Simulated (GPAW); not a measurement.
**AsH3 (arsine), step by step**

Aim: a structure relaxation (vdW-DF-cx/plane waves), then the harmonic vibrations (vdW-DF-cx/plane waves) of AsH3 (arsine). The job is set up through an ASE script.

The results are computed with GPAW 26.7.0.

5 further runs of the same task are left out: 3 for a known fault of the program, 1 that didn't finish, 1 set aside as unsound or not needed. Runs told in other sessions of the task aren't counted.

## (1) The structure to begin with

The species is AsH3 (4 atoms), meant as a singlet with charge 0. SMILES: `[AsH3]`. Geometry: relaxed at PBE0-D4/def2-TZVP. The run starts from this shape.

Bond lengths: As1–H2 1.522 Å, As1–H3 1.522 Å, As1–H4 1.522 Å. Angles: H2–As1–H3 92.0°, H2–As1–H4 92.0°, H3–As1–H4 92.0°.

## (2) A geometry optimisation at vdW-DF-cx/plane waves (scalar-relativistic datasets, plane-wave cutoff 340 eV) (run 1)

Input file AsH3.py:

```python
from ase import Atoms
from ase.io import write
from ase.optimize import FIRE2
from gpaw import GPAW, PW

# Structure
atoms = Atoms(['As', 'H', 'H', 'H'],
    positions=[[ -0.215800,   0.487600,  -0.346000],
               [  0.349900,   0.630300,   1.059400],
               [ -1.068000,  -0.705500,   0.061100],
               [  0.933900,  -0.412500,  -0.774500]])
atoms.set_cell([12.0, 12.0, 12.0])
atoms.center()

# GPAW settings
calculator = GPAW(mode=PW(340),
                  xc={'name': 'vdW-DF-cx', 'backend': 'libvdwxc'},
                  maxiter=100,
                  symmetry='off',
                  txt='AsH3.txt')
atoms.calc = calculator

opt = FIRE2(atoms, trajectory='AsH3.traj')
converged = opt.run(fmax=0.05, steps=100)
print('Converged:', converged)
print(f'Final energy            {atoms.get_potential_energy():.5f} eV')
print(f'r(H3-As0) = {atoms.get_distance(3, 0):.4f} Ang')
print(f'r(H1-As0)               {atoms.get_distance(1, 0):.4f} Ang')
write('relaxed.xyz', atoms)
```

Started as:

```
$ OMP_NUM_THREADS=1 python AsH3.py
```

Standard output:

```text
Step     Time          Energy          fmax
FIRE2:    0 hh:mm:ss       12.621388        0.705053
FIRE2:    1 hh:mm:ss       12.614192        0.463066
FIRE2:    2 hh:mm:ss       12.608886        0.072595
FIRE2:    3 hh:mm:ss       12.611814        0.327413
FIRE2:    4 hh:mm:ss       12.610050        0.210787
FIRE2:    5 hh:mm:ss       12.609650        0.174821
FIRE2:    6 hh:mm:ss       12.609217        0.123699
FIRE2:    7 hh:mm:ss       12.608885        0.061903
FIRE2:    8 hh:mm:ss       12.608762        0.005522
Converged: True
Final energy            12.60876 eV
r(H3-As0) = 1.5433 Ang
r(H1-As0)               1.5434 Ang
```

AsH3.txt (excerpt; [...] marks lines left out):

```text
[...]
  mode=PW(ecut=340.0),
[...]
Converged in 9 steps
[...]
dipole moment: (0.013634, -0.030969, 0.021905)  # |e|*Ang
[...]
Converged in 6 steps
[...]
dipole moment: (0.007725, -0.018090, 0.012495)  # |e|*Ang
[...]
|iter     |     time |      energy | eigst |  dens |
[...]
|iter:   1| 00:01:08 |   12.608618c| -4.42 |       |
[...]
|iter:   6| 00:01:13 |   12.608762c| -7.44c| -4.35c|
Converged in 6 steps
[...]
Energy contributions relative to reference atoms: (reference = -61540.444087)
Energy contributions:
  Kinetic:          20.388081
  Coulomb:         -22.988391
  Zero:             -0.053819
  External:          0.000000
  Xc:               15.262892
  Entropy:           0.000000
  Spinorbit:         0.000000
  ----------------------------
  Free energy:      12.608762
  Extrapolated:     12.608762
dipole moment: (0.008223, -0.019261, 0.013305)  # |e|*Ang
Fermi level: -4.350
Eigenvalues  # (at kpt = [0.000, 0.000, 0.000])
| band index |      eig [eV] | occ [0-2] |
|------------|---------------|-----------|
|          0 |       -15.839 |     2.000 |
|          1 |        -8.641 |     2.000 |
|          2 |        -8.641 |     2.000 |
|          3 |        -6.681 |     2.000 |
|          4 |        -2.019 |     0.000 |
|          5 |        -1.070 |     0.000 |
|          6 |        -1.038 |     0.000 |
Gap: 4.662 eV
Transition (v -> c):
[...]
Forces  # eV/Ang
|        x |        y |        z |
|----------|----------|----------|
| -0.00222 |  0.00434 | -0.00260 |  # As   0
| -0.00015 | -0.00444 | -0.00188 |  # H    1
|  0.00530 | -0.00034 |  0.00124 |  # H    2
| -0.00277 | -0.00038 |  0.00383 |  # H    3
Force computation time: 0.114  # s
timing:  # [seconds]
  Total:  73.654  # ━━━━━━━━━━━━━━━━━━━━━━━━━━━━━━━━━━━━━━━━━━━━━━━━━━━━━━━━━
  Init:    1.841  # ━╸
  SCF:    60.698  # ━━━━━━━━━━━━━━━━━━━━━━━━━━━━━━━━━━━━━━━━━━━━━━━
  Forces:  1.122  # ━
  Move:    9.634  # ━━━━━━━╸
```

It took 74 s on 1 thread of AMD EPYC 9R45 (Zen 5), shared host; peak memory 0.66 GiB.

Step by step:

```csv
step,energy from the first frame kept (eV),largest force (eV/Å)
0,0.0000,0.7051
1,-0.0072,0.4631
2,-0.0125,0.0726
3,-0.0096,0.3274
4,-0.0113,0.2108
5,-0.0117,0.1748
6,-0.0122,0.1237
7,-0.0125,0.0619
8,-0.0126,0.0055
```

After the run. Bond lengths: As1–H2 1.543 Å, As1–H3 1.543 Å, As1–H4 1.543 Å. Angles: H2–As1–H3 91.0°, H2–As1–H4 91.0°, H3–As1–H4 91.0°.

## (3) The harmonic vibrations at vdW-DF-cx/plane waves (scalar-relativistic datasets, plane-wave cutoff 340 eV, shape nonlinear) (run 2)

Input file relaxed.xyz:

```xyz
4
Lattice="12.0 0.0 0.0 0.0 12.0 0.0 0.0 0.0 12.0" Properties=species:S:1:pos:R:3:magmoms:R:1:forces:R:3 free_energy=12.608761992372603 energy=12.608761992372603 dipole="0.008222806887816732 -0.01926086144976202 0.013304952969780251" magmom=0.0 pbc="F F F"
As       5.84402309       6.54150193       5.50003283       0.00000000      -0.00221906       0.00434042      -0.00259501
H        6.42089965       6.66688047       6.92606905       0.00000000      -0.00015139      -0.00443540      -0.00188041
H        4.99523551       5.32359167       5.92216676       0.00000000       0.00529671      -0.00034140       0.00124260
H        7.00800974       5.61835395       5.08192167       0.00000000      -0.00277485      -0.00037954       0.00382585
```

Input file vib.py:

```python
from ase.io import read
from ase.thermochemistry import IdealGasThermo
from ase.vibrations import Vibrations
from gpaw import GPAW, PW

molecule = read('relaxed.xyz')

calculator = GPAW(mode=PW(340),
                  xc={'name': 'vdW-DF-cx', 'backend': 'libvdwxc'},
                  convergence={'density': 1e-05},
                  maxiter=100,
                  symmetry='off',
                  txt='molecule.txt')
molecule.calc = calculator

energy = molecule.get_potential_energy()
vib = Vibrations(molecule, delta=0.01)
vib.run()
vib.summary()
freqs = vib.get_frequencies()
zpe = vib.get_zero_point_energy()

thermo = IdealGasThermo(vib_energies=vib.get_energies(), potentialenergy=energy, atoms=molecule, geometry='nonlinear',
                        symmetrynumber=3, spin=0.0, ignore_imag_modes=True)
H = thermo.get_enthalpy(298.15, verbose=False)
S = thermo.get_entropy(298.15, 101325.0, verbose=False)
G = thermo.get_gibbs_energy(temperature=298.15, pressure=101325.0)
```

Started as:

```
$ python vib.py > vib.log
```

Standard output:

```text
---------------------
  #    meV     cm^-1
---------------------
  0    3.0i     24.4i
  1    2.6i     21.3i
  2    1.5i     12.3i
  3    0.5i      4.0i
  4    1.7      13.6
  5    3.2      26.2
  6  110.9     894.3
  7  120.1     968.4
  8  120.1     968.9
  9  260.0    2097.4
 10  262.4    2116.7
 11  262.5    2117.0
---------------------
Zero-point energy: 0.570 eV
Enthalpy components at T = 298.15 K:
===============================
Enthalpy components at T = 298.15 K:
===============================
E_pot                 12.609 eV
E_ZPE                  0.568 eV
Cv_trans (0->T)        0.039 eV
Cv_rot (0->T)          0.039 eV
Cv_vib (0->T)          0.004 eV
-------------------------------
U                     13.258 eV
===============================
(C_v -> C_p)           0.026 eV
-------------------------------
H                     13.283 eV
===============================

Entropy components at T = 298.15 K and P = 101325.0 Pa:
=================================================
{"":15s}{"S":13s}     {"T*S:13s}
S_trans (1 bar)    0.0016913 eV/K        0.504 eV
S_rot              0.0006094 eV/K        0.182 eV
S_elec             0.0000000 eV/K        0.000 eV
S_vib              0.0000155 eV/K        0.005 eV
S (1 bar -> P)    -0.0000011 eV/K       -0.000 eV
-------------------------------------------------
S                  0.0023150 eV/K        0.690 eV
=================================================

Free energy components at T = 298.15 K and P = 101325.0 Pa:
=======================
    H         13.283 eV
 -T*S         -0.690 eV
-----------------------
    G         12.593 eV
=======================
```

molecule.txt (excerpt; [...] marks lines left out):

```text
[...]
  mode=PW(ecut=340.0),
[...]
Converged in 10 steps
[...]
dipole moment: (0.008384, -0.019075, 0.013457)  # |e|*Ang
[...]
Converged in 8 steps
[...]
dipole moment: (0.008401, -0.019017, 0.013926)  # |e|*Ang
[...]
|iter     |     time |      energy | eigst |  dens |
[...]
|iter:   1| 00:03:56 |   12.608624c| -3.25 |       |
[...]
|iter:   8| 00:04:03 |   12.608853c| -8.84c| -5.33c|
Converged in 8 steps
[...]
Energy contributions relative to reference atoms: (reference = -61540.444087)
Energy contributions:
  Kinetic:          20.513312
  Coulomb:         -23.092890
  Zero:             -0.053766
  External:          0.000000
  Xc:               15.242196
  Entropy:           0.000000
  Spinorbit:         0.000000
  ----------------------------
  Free energy:      12.608853
  Extrapolated:     12.608853
dipole moment: (0.008367, -0.019139, 0.013010)  # |e|*Ang
Fermi level: -4.355
Eigenvalues  # (at kpt = [0.000, 0.000, 0.000])
| band index |      eig [eV] | occ [0-2] |
|------------|---------------|-----------|
|          0 |       -15.844 |     2.000 |
|          1 |        -8.643 |     2.000 |
|          2 |        -8.632 |     2.000 |
|          3 |        -6.689 |     2.000 |
|          4 |        -2.020 |     0.000 |
|          5 |        -1.072 |     0.000 |
|          6 |        -1.039 |     0.000 |
Gap: 4.670 eV
Transition (v -> c):
[...]
Forces  # eV/Ang
|        x |        y |        z |
|----------|----------|----------|
| -0.01888 |  0.01958 |  0.01710 |  # As   0
| -0.01167 |  0.00437 |  0.00381 |  # H    1
|  0.00196 |  0.00170 |  0.00329 |  # H    2
|  0.02852 | -0.02584 | -0.02393 |  # H    3
Force computation time: 0.113  # s
timing:  # [seconds]
  Total:  243.549  # ━━━━━━━━━━━━━━━━━━━━━━━━━━━━━━━━━━━━━━━━━━━━━━━━━━━━━━━━
  Init:     1.878  # ╸
  SCF:    212.357  # ━━━━━━━━━━━━━━━━━━━━━━━━━━━━━━━━━━━━━━━━━━━━━━━━━
  Forces:   2.851  # ╸
  Move:    25.902  # ━━━━━━
```

Run time: 4.1 min. Hardware: 1 thread of AMD EPYC 9R45 (Zen 5), shared host; peak memory 0.69 GiB.

## (4) Results

| quantity | value |
| --- | --- |
| run 1, vdW-DF-cx/plane waves: energy as printed (from the program's reference atoms) | 12.6088 eV |
| run 1, vdW-DF-cx/plane waves: dipole moment | 0.12 D |
| run 1, vdW-DF-cx/plane waves: HOMO energy (shifted to the vacuum level, unlike the log) | -6.85 eV |
| run 1, vdW-DF-cx/plane waves: LUMO energy (shifted to the vacuum level, unlike the log) | -2.19 eV |
| run 1, vdW-DF-cx/plane waves: HOMO–LUMO gap | 4.66 eV |
| run 2, vdW-DF-cx/plane waves: lowest harmonic wavenumber | 894 cm⁻¹ |
| run 2, vdW-DF-cx/plane waves: highest harmonic wavenumber | 2117 cm⁻¹ |
| run 2, vdW-DF-cx/plane waves: zero-point energy | 54.8 kJ/mol |
| run 2, vdW-DF-cx/plane waves: ideal-gas entropy at 298.15 K and 101325 Pa (symmetry number 3 as used) | 53.4 cal/(mol K) |

The optimisation (run 1, vdW-DF-cx/plane waves) took 8 steps and changed the energy by -0.013 eV. All 6 modes (run 2, vdW-DF-cx/plane waves) are real, so the shape is a minimum at this level.
